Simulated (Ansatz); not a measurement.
# 8 H2O + 1 CH3CN in a periodic box: molecular dynamics, part 2 of 2

Purpose: to see how the packed molecules move, order and perhaps react. The start is relaxed first. Runs: 300 steps of 0.5 fs under a Langevin thermostat at 250 K; 400 steps of 0.75 fs under a Nosé-Hoover thermostat at 250 K. The molecules were packed at random to 0.94 g/cm³.

Ansatz 0.2.0; DFT PBE+D3(BJ), plane waves, PAW, scalar-relativistic, no spin polarisation. Earlier steps stand in the parts before.

## 6. Snapshots as a file

Extended XYZ, with forces in eV/Å:

```xyz
30
Lattice="6.889 0.000 0.000 0.000 6.889 0.000 0.000 0.000 6.889" Properties=species:S:1:pos:R:3:forces:R:3 pbc="T T T" time_fs=50.0 T=214 dE=0.5906
O     5.677    2.030    0.832    0.677   -0.032   -1.832
H     6.118    1.813   -0.047   -0.939    0.737    0.334
H     6.275    1.442    1.287    0.198   -0.735    1.498
O     4.280    1.606    5.009   -0.338    0.744    0.216
H     4.043    2.443    5.464    0.316   -0.588   -0.230
H     5.270    1.638    4.848   -0.393   -0.067    0.013
O     6.695    5.960    1.391    0.319   -0.057    0.266
H     6.042    5.395    0.959   -0.561   -0.114   -0.800
H     6.912    5.446    2.189    0.322    0.224    0.605
O     0.905    5.485    3.924   -0.713   -0.510   -0.878
H     1.023    5.442    4.878    0.208   -0.204    0.967
H     1.487    6.232    3.677    0.405    0.505   -0.349
O     1.770    5.866    6.450    0.974   -0.169   -0.414
H     1.158    5.754    7.198   -0.866    0.133    0.678
H     2.396    5.124    6.535    0.100    0.204    0.018
O    -0.048    1.174    4.935    1.534   -0.399   -0.598
H     0.858    1.276    4.457   -1.380    0.240    0.313
H    -0.147    0.204    4.782   -0.150    0.246    0.157
O     2.800    1.539    0.899   -0.430    0.136    0.090
H     3.733    1.726    0.737    0.943    0.147    0.184
H     2.647    0.758    0.348   -0.336   -0.506   -0.363
O     2.263    0.816    3.358   -0.369   -0.149    0.745
H     2.900    1.068    4.090    0.385    0.016   -1.194
H     2.528    1.089    2.416    0.202    0.272    0.653
C     4.358    4.681    3.607    1.198    0.754   -0.314
C     4.791    4.798    4.987   -0.557    0.654   -0.025
N     5.026    4.976    6.109    0.192   -0.255    0.083
H     4.433    5.687    3.070   -0.040   -1.148    0.657
H     5.039    3.941    3.153   -0.292    0.131   -0.341
H     3.342    4.326    3.581   -0.609   -0.211   -0.138
30
Lattice="6.889 0.000 0.000 0.000 6.889 0.000 0.000 0.000 6.889" Properties=species:S:1:pos:R:3:forces:R:3 pbc="T T T" time_fs=100.0 T=271 dE=0.8029
O     5.789    1.958    0.789    0.261   -0.277   -0.203
H     6.240    1.738   -0.051   -0.099    0.277   -0.289
H     6.239    1.313    1.359   -0.147   -0.230    0.453
O     4.274    1.868    4.922    0.316    0.561    2.157
H     4.132    2.100    5.918    0.199   -0.361   -2.266
H     5.253    1.606    4.851   -0.939   -0.072   -0.084
O     6.674    5.783    1.413    0.990    1.942    0.249
H     6.174    5.284    0.791   -1.150   -1.343   -0.647
H     6.993    5.348    2.228   -0.137   -0.517    0.169
O     0.895    5.428    3.751    0.733   -0.488    0.942
H     1.188    4.925    4.568   -0.363    0.898   -0.938
H     1.530    6.198    3.669   -0.194   -0.262    0.069
O     1.759    5.981    6.484    0.441   -0.696    0.930
H     1.055    5.875    7.221    0.670    0.168   -0.476
H     2.544    5.458    6.817   -0.855    0.657   -0.482
O    -0.077    1.019    4.806   -1.590   -0.726    1.732
H     0.652    1.329    4.292    1.589    0.354   -1.124
H     0.145    0.083    5.032   -0.154    0.545   -0.383
O     3.012    1.657    0.704    1.262   -0.365   -0.431
H     4.046    1.538    0.722   -1.866    0.058   -0.018
H     2.616    1.073   -0.003    0.624    0.091    0.890
O     2.283    0.964    3.416   -0.178   -0.002    1.619
H     2.921    1.403    4.112   -0.169   -0.694   -1.676
H     2.423    1.236    2.493    0.598    0.430   -0.268
C     4.251    4.663    3.476   -0.133   -0.360   -1.240
C     4.675    4.918    4.834   -0.975   -0.341   -1.243
N     4.841    5.019    5.967    0.709    0.373    1.331
H     4.390    5.544    2.795    0.120   -0.516    0.623
H     4.841    3.788    3.063   -0.645    0.826    0.347
H     3.147    4.415    3.426    1.081    0.071    0.257
30
Lattice="6.889 0.000 0.000 0.000 6.889 0.000 0.000 0.000 6.889" Properties=species:S:1:pos:R:3:forces:R:3 pbc="T T T" time_fs=150.0 T=242 dE=0.7344
O     5.952    1.854    0.809   -1.664   -0.428    2.928
H     6.332    2.019   -0.003    1.534    0.778   -3.288
H     6.234    0.946    0.981    0.156   -0.522    0.357
O     4.147    2.004    4.799    0.193    0.478    0.893
H     4.055    2.303    5.735   -0.301   -0.385   -0.607
H     5.122    1.870    4.707   -0.057   -0.391   -0.172
O     6.613    5.691    1.079    0.365    0.182    1.085
H     5.894    5.382    0.516   -0.719   -0.375   -0.468
H     6.524    5.259    1.970    0.395    0.371   -0.708
O     0.949    5.270    3.575   -0.444   -0.247    0.629
H     0.970    5.436    4.545    0.184   -0.249   -0.360
H     1.405    6.057    3.239    0.345    0.615   -0.138
O     1.995    5.942    6.536    0.219    0.688   -0.642
H     1.193    5.672    7.038    0.141   -0.365    0.506
H     2.706    5.279    6.503   -0.379   -0.153    0.306
O    -0.203    1.061    4.812    1.238    0.755   -0.748
H     0.633    1.155    4.202   -1.353   -0.585    0.910
H    -0.390    0.126    4.992    0.295    0.049   -0.311
O     3.186    1.459    0.719   -1.069   -0.612   -0.292
H     4.157    1.542    0.705    0.448   -0.341    0.027
H     2.874    0.597    0.288    0.553    0.865    0.312
O     2.239    0.992    3.220   -1.396   -0.745   -0.656
H     2.828    1.414    3.845    1.060    0.363    0.818
H     2.558    1.254    2.317   -0.018    0.068   -0.098
C     4.095    4.508    3.414   -1.169    1.172    1.094
C     4.273    4.766    4.846    2.701    0.273    1.733
N     4.763    5.038    5.898   -1.639   -0.661   -2.342
H     4.277    5.487    2.980    0.169    0.398   -0.510
H     4.755    3.761    3.013    0.274   -0.544    0.028
H     3.031    4.325    3.250   -0.066   -0.450   -0.286
```

Reading of run 1. Against a set 250 K the second half averages 266 K with a spread of 23 K (in equilibrium 30 atoms would scatter by about 37 K, over a far longer run). Over the second half H atoms stand 0.4 Å (root mean square) from where they began, and the farthest move is 1.1 Å.

## 7. Run 2

400 steps of 0.75 fs under a Nosé-Hoover thermostat at 250 K, starting from the last frame of an earlier run, with new velocities. H is given a mass of 2.014 u.

input.yaml reads:

```yaml
accuracy: low
crystal:
  lattice:
    - [6.889419, 0.0, 0.0]
    - [0.0, 6.889419, 0.0]
    - [0.0, 0.0, 6.889419]
  atoms:
    - { symbol: O, position: [0.86386083, 0.26916735, 0.11738177] }
    - { symbol: H, position: [0.91911286, 0.29301565, -0.00043327] }
    - { symbol: H, position: [0.90492693, 0.13734289, 0.1424339] }
    - { symbol: O, position: [0.60199694, 0.29092617, 0.69654894] }
    - { symbol: H, position: [0.58863009, 0.33429446, 0.83241516] }
    - { symbol: H, position: [0.74352091, 0.27146838, 0.68323988] }
    - { symbol: O, position: [0.95984315, 0.82608634, 0.15661797] }
    - { symbol: H, position: [0.8555847, 0.78121794, 0.07486485] }
    - { symbol: H, position: [0.94689658, 0.76336171, 0.2859802] }
    - { symbol: O, position: [0.13775769, 0.76491481, 0.51889119] }
    - { symbol: H, position: [0.14083381, 0.78897481, 0.65971757] }
    - { symbol: H, position: [0.20398608, 0.87910989, 0.47019678] }
    - { symbol: O, position: [0.28954985, 0.86246071, 0.94874646] }
    - { symbol: H, position: [0.17316806, 0.82334364, 1.02157763] }
    - { symbol: H, position: [0.39271147, 0.76618511, 0.94398702] }
    - { symbol: O, position: [-0.02944039, 0.15395128, 0.69843464] }
    - { symbol: H, position: [0.09184994, 0.16769733, 0.61000001] }
    - { symbol: H, position: [-0.05658816, 0.01829125, 0.72465469] }
    - { symbol: O, position: [0.46245077, 0.2117635, 0.10433294] }
    - { symbol: H, position: [0.60337718, 0.223767, 0.10231669] }
    - { symbol: H, position: [0.41720431, 0.08665618, 0.04185832] }
    - { symbol: O, position: [0.3250492, 0.14392532, 0.4673607] }
    - { symbol: H, position: [0.41047765, 0.20525016, 0.55813185] }
    - { symbol: H, position: [0.37137197, 0.18207235, 0.33632705] }
    - { symbol: C, position: [0.5944055, 0.65440458, 0.4955924] }
    - { symbol: C, position: [0.62020604, 0.69185195, 0.7033282] }
    - { symbol: "N", position: [0.69133638, 0.7312031, 0.8561149] }
    - { symbol: H, position: [0.6208665, 0.79647855, 0.43256166] }
    - { symbol: H, position: [0.69012872, 0.54588078, 0.43739443] }
    - { symbol: H, position: [0.4399837, 0.62775427, 0.47171336] }
basis:
  ecutwfc: 420.0
kpoints:
  mp_grid: { grid: [1, 1, 1] }
hamiltonian:
  xc: pbe
  dispersion: d3bj
scf:
  occupations: { method: fermi_dirac, width: 0.02 }
  lower_state_search: "off"
md:
  timestep: 0.75
  n_steps: 400
  ensemble: nvt_nose_hoover
  temperature: 250.0
  initial_velocities: maxwell_boltzmann
  seed: 717080
  nose_hoover: { tau: 100.0, chain_length: 1 }
  masses: [{ species: H, mass: 2.014 }]
```

On the command line:

```console
$ ansatz run input.yaml --threads 1 --pin off --max-ram 3072MiB --backend cpu --events-out ev --progress --plain --runs-dir out
```

The log of the run (excerpt; [...] marks lines left out):

```text
Warning: md: disabling space-group detection — thermal motion breaks the input geometry's symmetry, so no spatial operation reduces the k-mesh or symmetrises the density; time reversal is kept, so that k and −k are solved as one point where they differ and the mesh holds both, and exact [...]
Warning: RAYON_NUM_THREADS=1 ignored (pool sized by the plan → 1); use --threads N
[...]
Pseudopotentials: kind: paw
Pseudopotential: O, paw, valence charge 6, recommended cutoff 420 eV (normal), O.paw.azcp
Pseudopotential: H, paw, valence charge 1, recommended cutoff 420 eV (normal), H.paw.azcp
[...]
md step     6: t =     4.50 fs  T =   269.7 K  F+E_penalty+E_count = -5730.70265824 eV  E_kin = 1.011120 eV  conserved = -5729.69135608 eV  (4 SCF iters)
[...]
md step     8: t =     6.00 fs  T =   264.6 K  F+E_penalty+E_count = -5730.68314976 eV  E_kin = 0.991877 eV  conserved = -5729.69093776 eV  (4 SCF iters)
md step     9: t =     6.75 fs  T =   272.5 K  F+E_penalty+E_count = -5730.71352416 eV  E_kin = 1.021586 eV  conserved = -5729.69151504 eV  (4 SCF iters)
md step    10: t =     7.50 fs  T =   284.5 K  F+E_penalty+E_count = -5730.75890919 eV  E_kin = 1.066405 eV  conserved = -5729.69197995 eV  (9 SCF iters)
```

## 8. The log goes on: dynamics from the last frame of the run before

The log, continued (excerpt; [...] marks lines left out):

```text
md step    11: t =     8.25 fs  T =   297.9 K  F+E_penalty+E_count = -5730.80995789 eV  E_kin = 1.116700 eV  conserved = -5729.69260922 eV  (4 SCF iters)
[...]
md step    25: t =    18.75 fs  T =   247.9 K  F+E_penalty+E_count = -5730.62443860 eV  E_kin = 0.929357 eV  conserved = -5729.69029426 eV  (4 SCF iters)
[...]
  atom   4  O     -1.06877254    -0.33017104     1.16690438
  atom   5  H     -0.67624453     0.16281099    -0.73133590
  atom   6  H      1.30094124    -0.11402304    -0.70679504
  atom   7  O      0.79551840     0.50784420     0.48085437
  atom   8  H     -0.74556053    -0.47611505    -0.48191618
[...]
--- MD trajectory: 400 steps, t = 0.0 → 300.0 fs ---
  final state: T = 204.1 K   F+E_penalty+E_count = -5731.01978598 eV   E_kin = 0.765103 eV
  conserved energy: peak-to-peak 9.729e-3 eV (3.243e-4 eV/atom) over 300.0 fs
```

It took 9.2 min on 1 thread of Arm Neoverse V2, shared host; peak memory 0.39 GiB.

## 9. Frames and traces

The trajectory, every 21 steps (energies from step 0); msd is the mean square displacement from the start, the centre of mass held:

| time (fs) | T (K) | potential energy change (meV/atom) | conserved energy change (meV/atom) | msd N (Å²) | msd H (Å²) | msd O (Å²) | msd C (Å²) |
| --- | --- | --- | --- | --- | --- | --- | --- |
| 0.0 | 250 | 0.0 | 0.00 | 0.000 | 0.000 | 0.000 | 0.000 |
| 15.8 | 308 | -7.6 | -0.18 | 0.007 | 0.051 | 0.008 | 0.013 |
| 31.5 | 291 | -5.5 | -0.04 | 0.019 | 0.124 | 0.027 | 0.054 |
| 47.2 | 251 | -1.0 | -0.05 | 0.063 | 0.197 | 0.045 | 0.116 |
| 63.0 | 313 | -9.4 | -0.17 | 0.184 | 0.238 | 0.061 | 0.174 |
| 78.8 | 266 | -4.2 | -0.04 | 0.409 | 0.234 | 0.093 | 0.173 |
| 94.5 | 301 | -9.6 | -0.15 | 0.641 | 0.243 | 0.131 | 0.206 |
| 110.2 | 271 | -6.8 | -0.03 | 0.776 | 0.292 | 0.164 | 0.287 |
| 126.0 | 257 | -6.3 | -0.04 | 0.846 | 0.337 | 0.204 | 0.353 |
| 141.8 | 278 | -10.4 | -0.18 | 0.883 | 0.334 | 0.247 | 0.429 |
| 157.5 | 271 | -11.2 | -0.09 | 0.994 | 0.385 | 0.287 | 0.364 |
| 173.2 | 291 | -15.2 | -0.16 | 1.095 | 0.434 | 0.346 | 0.290 |
| 189.0 | 257 | -12.6 | -0.11 | 1.128 | 0.470 | 0.424 | 0.256 |
| 204.8 | 248 | -13.1 | -0.17 | 1.086 | 0.488 | 0.514 | 0.271 |
| 220.5 | 225 | -11.6 | -0.09 | 0.985 | 0.541 | 0.596 | 0.383 |
| 236.2 | 209 | -10.8 | -0.08 | 0.965 | 0.618 | 0.671 | 0.482 |
| 252.0 | 252 | -17.5 | -0.24 | 1.084 | 0.736 | 0.721 | 0.550 |
| 267.8 | 180 | -9.1 | -0.03 | 1.298 | 0.846 | 0.766 | 0.582 |
| 283.5 | 194 | -11.7 | -0.23 | 1.485 | 0.850 | 0.824 | 0.662 |
| 299.2 | 211 | -14.0 | -0.15 | 1.554 | 0.854 | 0.864 | 0.784 |
| 300.0 | 204 | -13.1 | -0.12 | 1.554 | 0.856 | 0.865 | 0.792 |

time (fs), T (K) and a bar:
```
      0.0        250 ########################
     12.8        272 #############################
     26.2        255 #########################
     39.0        233 ####################
     52.5        233 ####################
     65.2        272 #############################
     78.0        274 ##############################
     91.5        272 ##############################
    104.2        242 ######################
    117.8        259 ##########################
    130.5        254 #########################
    143.2        257 ##########################
    156.8        273 ##############################
    169.5        244 ######################
    182.2        244 ######################
    195.8        255 #########################
    208.5        224 #################
    222.0        208 ##############
    234.8        212 ###############
    247.5        218 ################
    261.0        182 #######
    273.8        182 #######
    287.2        153 
    300.0        204 #############
```

Pair distribution over the second half of the run:

| r (Å) | g H–H | g O–H | g O–O |
| --- | --- | --- | --- |
| 0.68 | 0.00 | 0.00 | 0.00 |
| 0.84 | 0.00 | 1.73 | 0.00 |
| 1.00 | 0.00 | 15.72 | 0.00 |
| 1.16 | 0.00 | 0.14 | 0.00 |
| 1.32 | 0.00 | 0.00 | 0.00 |
| 1.48 | 1.40 | 0.12 | 0.00 |
| 1.64 | 1.87 | 0.44 | 0.00 |
| 1.80 | 0.68 | 1.24 | 0.00 |
| 1.96 | 0.31 | 1.26 | 0.00 |
| 2.12 | 0.77 | 0.45 | 0.00 |
| 2.28 | 1.46 | 0.38 | 0.00 |
| 2.44 | 1.23 | 0.19 | 0.12 |
| 2.60 | 0.83 | 0.10 | 0.93 |
| 2.76 | 0.96 | 0.34 | 3.45 |
| 2.92 | 0.71 | 0.75 | 2.75 |
| 3.08 | 0.68 | 1.37 | 1.28 |
| 3.24 | 0.69 | 1.56 | 1.34 |
| 3.40 | 1.02 | 1.54 | 0.87 |

First peaks of g(r) (not always the tallest), and, where a minimum follows, the mean number of second-named atoms round a first-named one up to the next minimum:

| pair | peak (Å) | height | minimum (Å) | neighbours |
| --- | --- | --- | --- | --- |
| H–H | 1.56 | 2.5 | 1.96 | 1.2 |
| O–H | 1.00 | 15.7 | 1.24 | 2.0 |
| O–O | 2.84 | 3.9 | - | - |

## 10. Positions and forces

Positions (Å) and forces (eV/Å):

```xyz
30
Lattice="6.889 0.000 0.000 0.000 6.889 0.000 0.000 0.000 6.889" Properties=species:S:1:pos:R:3:forces:R:3 pbc="T T T" time_fs=99.8 T=277 dE=-0.2078
O     5.938    1.471    0.701    0.918   -0.171   -1.180
H     6.347    1.705   -0.205   -0.595   -0.598    1.391
H     6.317    0.562    0.929   -0.274    1.033   -0.130
O     3.625    1.914    5.108   -1.694    1.073    0.225
H     3.275    1.756    6.027    0.560   -0.209   -0.103
H     4.540    1.691    5.064    1.637   -0.396    0.135
O     6.562    5.829    1.250    1.066    0.809   -0.301
H     5.950    5.424    0.646   -0.835   -0.774   -0.513
H     6.651    5.435    2.137    0.134   -0.249    0.327
O     0.801    5.519    3.533   -0.038   -0.263    0.298
H     0.992    5.264    4.447   -0.148   -0.321    0.205
H     1.251    6.385    3.487    0.543    0.755   -0.430
O     2.072    5.792    6.700   -0.780   -0.840    0.209
H     1.199    5.672    7.191    0.515    0.313   -0.137
H     2.524    4.941    6.853    0.020    0.192   -0.150
O    -0.364    1.348    4.938   -0.306    0.211    0.183
H     0.360    1.505    4.325    0.724    0.485   -0.714
H    -0.407    0.386    4.914   -0.324   -0.699    0.196
O     3.377    1.004    0.741   -0.970    0.280    0.213
H     4.329    0.938    0.535    0.868    0.325    0.395
H     2.946    0.177    0.430   -0.170   -0.271   -0.137
O     2.104    1.107    3.273    0.239    0.094   -0.784
H     2.750    1.484    3.962   -0.303   -0.513   -0.167
H     2.597    1.175    2.395   -0.538   -0.102    0.627
C     4.191    4.561    3.257    0.471   -1.444   -1.467
C     4.772    4.982    4.476   -0.360    0.947    0.720
N     5.298    5.441    5.403    0.083   -0.219    0.537
H     3.692    5.354    2.665    0.110   -0.094    0.555
H     5.133    4.259    2.688   -1.268   -0.213    0.111
H     3.511    3.664    3.386    0.712    0.860   -0.114
30
Lattice="6.889 0.000 0.000 0.000 6.889 0.000 0.000 0.000 6.889" Properties=species:S:1:pos:R:3:forces:R:3 pbc="T T T" time_fs=200.2 T=218 dE=-0.2635
O     5.777    1.712    0.896   -0.994    0.972   -1.761
H     5.983    1.766   -0.087   -0.030   -0.020    1.273
H     6.470    1.186    1.274    0.959   -0.900    0.297
O     3.409    2.453    5.188    1.390   -1.751    0.880
H     3.160    1.833    5.958    0.281    0.804   -1.037
H     4.349    2.096    4.923   -1.357    0.675    0.550
O     7.214    5.828    1.200    1.164    0.398    0.881
H     6.360    5.551    0.910   -1.243   -0.492   -0.456
H     7.310    5.603    2.181    0.117    0.075   -0.560
O     1.174    5.431    3.691    0.390    0.190   -0.890
H     0.582    5.244    4.419   -0.305    0.017    0.729
H     1.543    6.337    3.825   -0.223   -0.009    0.060
O     2.423    5.148    6.422    1.213    0.469   -0.492
H     1.676    5.054    7.010   -1.046   -0.123    0.795
H     2.839    4.285    6.273   -0.112   -0.251   -0.030
O    -0.815    1.478    4.704   -0.481    0.094    0.416
H    -0.122    1.628    4.032    0.370   -0.200    0.097
H    -0.783    0.536    4.968    0.070   -0.016   -0.323
O     3.133    0.627    0.953   -0.365   -0.592   -0.310
H     4.023    1.013    0.914    0.805   -0.010    0.157
H     3.208   -0.321    0.636   -0.314    0.795   -0.072
O     1.793    1.344    3.347    1.232    0.440    0.604
H     2.542    1.782    3.912   -1.459   -0.492   -0.361
H     2.252    1.198    2.488   -0.235   -0.269   -0.257
C     4.152    4.431    3.229    0.055    1.018    0.881
C     4.753    5.028    4.430   -0.711   -1.854   -2.780
N     5.449    5.464    5.225    1.153    1.160    1.960
H     4.231    5.171    2.460    0.250    0.721   -0.785
H     4.590    3.521    2.848    0.470   -0.493    0.299
H     3.096    4.341    3.372   -1.042   -0.354    0.234
30
Lattice="6.889 0.000 0.000 0.000 6.889 0.000 0.000 0.000 6.889" Properties=species:S:1:pos:R:3:forces:R:3 pbc="T T T" time_fs=300.0 T=204 dE=-0.3920
O     5.799    1.595    0.882   -1.046    1.818   -1.360
H     5.945    1.802   -0.091   -0.304   -0.123    0.763
H     6.348    0.844    0.995    1.289   -1.769    0.534
O     3.094    2.442    5.722   -1.069   -0.330    1.167
H     3.159    1.832    6.539   -0.676    0.163   -0.731
H     3.961    2.325    5.347    1.301   -0.114   -0.707
O     7.182    5.739    0.909    0.795    0.508    0.481
H     6.454    5.411    0.386   -0.746   -0.476   -0.482
H     7.209    5.308    1.790    0.051    0.116   -0.045
O     1.311    5.521    3.594    0.137    0.519   -0.290
H     1.552    5.205    4.474    0.112   -0.335    0.315
H     1.427    6.509    3.700   -0.244   -0.414   -0.179
O     2.708    5.021    6.557   -1.249   -0.096    0.378
H     1.784    5.151    6.948    0.914   -0.103   -0.287
H     2.799    4.035    6.429    0.177    0.473   -0.159
O    -1.206    1.536    4.927    1.027   -0.232    0.095
H    -0.398    1.930    4.510   -0.545   -0.496    0.048
H    -0.983    0.564    5.018   -0.385    0.708   -0.266
O     3.205    0.658    0.855    0.849    0.903    0.211
H     4.175    0.952    0.799   -0.464   -0.440    0.576
H     3.192   -0.249    0.500   -0.074   -0.458   -0.310
O     1.480    1.323    3.636   -0.077   -0.358   -1.552
H     1.994    1.691    4.371    0.879    0.344    0.325
H     2.036    1.290    2.798   -0.488    0.284    1.171
C     4.437    4.592    2.887    0.358   -0.752   -0.701
C     5.021    5.050    4.109   -0.041    0.730   -0.191
N     5.530    5.514    5.039    0.113   -0.051    0.561
H     5.157    4.717    2.047   -0.393    0.411    0.325
H     4.420    3.494    2.945   -0.584   -0.120    0.005
H     3.448    5.045    2.648    0.380   -0.310    0.304
```

On run 2: Against a set 250 K the second half averages 229 K, going from 298 to 204 K over that half. The conserved energy strays from its start by at most 0.26 meV/atom, 0.8 % of the mean kinetic energy, so a step of 0.75 fs is short enough over this time. Over the second half N atoms stand 1.1 Å (root mean square) from where they began, and the farthest move is 1.5 Å.

## 11. What came out

What follows sums up all 2 parts.

| quantity | value |
| --- | --- |
| relaxation of the start | 14 moves, 4.404 eV lower, not converged |
| run 1: length | 300 steps of 0.5 fs |
| run 1: temperature, first and last step | 242 and 242 K |
| run 1: temperature, second half | mean 266 K, from 200 to 314 K |
| run 1: potential energy, second half | +22 meV/atom from this run's first step |
| run 1: mean square displacement, second half | H 0.173, O 0.089, N 0.074, C 0.060 Å² |
| run 2: length | 400 steps of 0.75 fs |
| run 2: temperature, first and last step | 250 and 204 K |
| run 2: temperature, second half | mean 229 K, from 133 to 298 K |
| run 2: potential energy, second half | -12 meV/atom from this run's first step |
| run 2: largest change of the conserved energy | 0.26 meV/atom |
| run 2: mean square displacement, second half | N 1.2, H 0.613, O 0.589, C 0.447 Å² |

**Reading.** Mean temperatures of the second halves: 266 K, 229 K. In the last run: over the second half N atoms stand 1.1 Å (root mean square) from where they began, and the farthest move is 1.5 Å. Averages from a run of 300 fs with 30 atoms are rough. The nuclei move classically, without zero-point motion, which matters most for hydrogen. Accuracy level and mesh were kept low to afford the steps.
